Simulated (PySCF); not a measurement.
# [ErCl4]−: other functionals and bases at one geometry

How far do other levels of theory move the description of [ErCl4]−, and what does each cost? The structure is generated, not taken from experiment.

Computed with PySCF 2.14.0. Level: several levels, as the steps say, no spin–orbit coupling.

1 further run of the same task is left out (for a known fault of the program).

## (1) The starting structure

5 atoms, charge -1, spin multiplicity 1.

Bond lengths: Er1–Cl2 2.507 Å, Er1–Cl3 2.507 Å, Er1–Cl4 2.507 Å, Er1–Cl5 2.507 Å. Angles: Cl2–Er1–Cl3 109.5°, Cl2–Er1–Cl4 109.5°, Cl2–Er1–Cl5 109.5°, Cl3–Er1–Cl4 109.5°, Cl3–Er1–Cl5 109.5°, Cl4–Er1–Cl5 109.5°.

Coordinates:

```xyz
5
charge -1, multiplicity 1
Er    0.0000    0.0000    0.0000
Cl    1.4476    1.4476    1.4476
Cl   -1.4476   -1.4476    1.4476
Cl    1.4476   -1.4476   -1.4476
Cl   -1.4476    1.4476   -1.4476
```

Formal oxidation states: Er +3. Each metal's 11 4f electrons lie in its core potential, so multiplicities, spins and levels count the valence alone. An earlier session relaxed this geometry at PBE0, Er lcecp-1-SVP with ECP57, Cl def2-SVP (singlet, point group Td).

At PBE0 on the finer grid: E = -1878.324584 Eh, HOMO -4.49 eV, LUMO 3.54 eV, Mulliken charge on Er1 +0.71 e, largest force component 0.004 eV/Å. 

Levels to run: BLYP; r2SCAN; PBE0, TZVP. Hardware: 2 threads of Arm Neoverse V1, shared host.

## (2) BLYP

Input file run.py (the lines that set the calculation):

```python
mol = gto.M(atom='''
Er     0.00000     0.00000     0.00000
Cl     1.44761     1.44761     1.44761
Cl    -1.44761    -1.44761     1.44761
Cl     1.44761    -1.44761    -1.44761
Cl    -1.44761     1.44761    -1.44761''',
    basis={'Er': 'lcecp-1-SVP', 'Cl': 'def2-SVP'},
    ecp={'Er': 'lcecp-1-SVP'},
    charge=-1, spin=0)
mf = dft.RKS(mol, xc='BLYP')
mf.grids.atom_grid = (75, 302)  # f atoms: unpruned, at least (60, 302)
mf = mf.density_fit()  # fitting sets: Er AutoAux, Cl def2-universal-JKFIT
mf.conv_tol = 1e-08; mf.max_cycle = 55
mf.kernel(dm0)  # dm0: the density of the relaxed state
```

Run with:

```console
$ OMP_NUM_THREADS=2 python run.py
```

## (3) r2SCAN

run.py (the lines that set the calculation), as its differences from that of step 2:

```diff
@@ -9,3 +9,3 @@
     charge=-1, spin=0)
-mf = dft.RKS(mol, xc='BLYP')
+mf = dft.RKS(mol, xc='R2SCAN')
 mf.grids.atom_grid = (75, 302)  # f atoms: unpruned, at least (60, 302)
```

## (4) PBE0, TZVP

Basis: Er lcecp-1-TZVP with ECP57, Cl def2-TZVP. 

Input file run.py (the lines that set the calculation):

```python
mol = gto.M(atom='''
Er     0.00000     0.00000     0.00000
Cl     1.44761     1.44761     1.44761
Cl    -1.44761    -1.44761     1.44761
Cl     1.44761    -1.44761    -1.44761
Cl    -1.44761     1.44761    -1.44761''',
    basis={'Er': 'lcecp-1-TZVP', 'Cl': 'def2-TZVP'},
    ecp={'Er': 'lcecp-1-TZVP'},
    charge=-1, spin=0)
mf = dft.RKS(mol, xc='PBE0')
mf.grids.atom_grid = (75, 302)  # f atoms: unpruned, at least (60, 302)
mf = mf.density_fit()  # fitting sets: Er AutoAux, Cl def2-universal-JKFIT
mf.conv_tol = 1e-08; mf.max_cycle = 55
mf.kernel(dm0)  # dm0: free metal ions and neutral atoms
```

**Question.** What will these runs give? Wanted: for each run, HOMO; gap; charge on Er1; dipole; largest force.

The runs gave:

| level | state | HOMO (eV) | gap (eV) | charge on Er1 (e) | dipole (D) | largest force (eV/Å) | basis functions | time |
| --- | --- | --- | --- | --- | --- | --- | --- | --- |
| PBE0 (relaxed here) | singlet | -4.49 | 8.03 | 0.71 | 0.00 | 0.00 | 105 | 13 s |
| BLYP | singlet | -2.77 | 5.82 | 0.45 | 0.00 | 0.16 | 105 | 5 s |
| r2SCAN | singlet | -3.50 | 6.93 | 0.72 | 0.00 | 0.03 | 105 | 5.8 s |
| PBE0, TZVP | singlet | -4.75 | 8.16 | 1.29 | 0.00 | 0.00 | 195 | 15 s |

Times are on 2 threads of Arm Neoverse V1, shared host; the first row also made further properties. The dipole of a charged species depends on the origin, so these sizes hold for this origin alone.

In one basis the HOMO–LUMO gap runs from 5.82 eV (BLYP) to 8.03 eV (PBE0). The largest leftover force, 0.16 eV/Å with BLYP, stands at a geometry relaxed at another level. The Mulliken charge on Er spans +0.45 to +1.29 e over the levels. With 4f in the core, its levels are missing from HOMO and gap. Total energies of different levels can't be compared. Spin–orbit coupling is left out throughout.
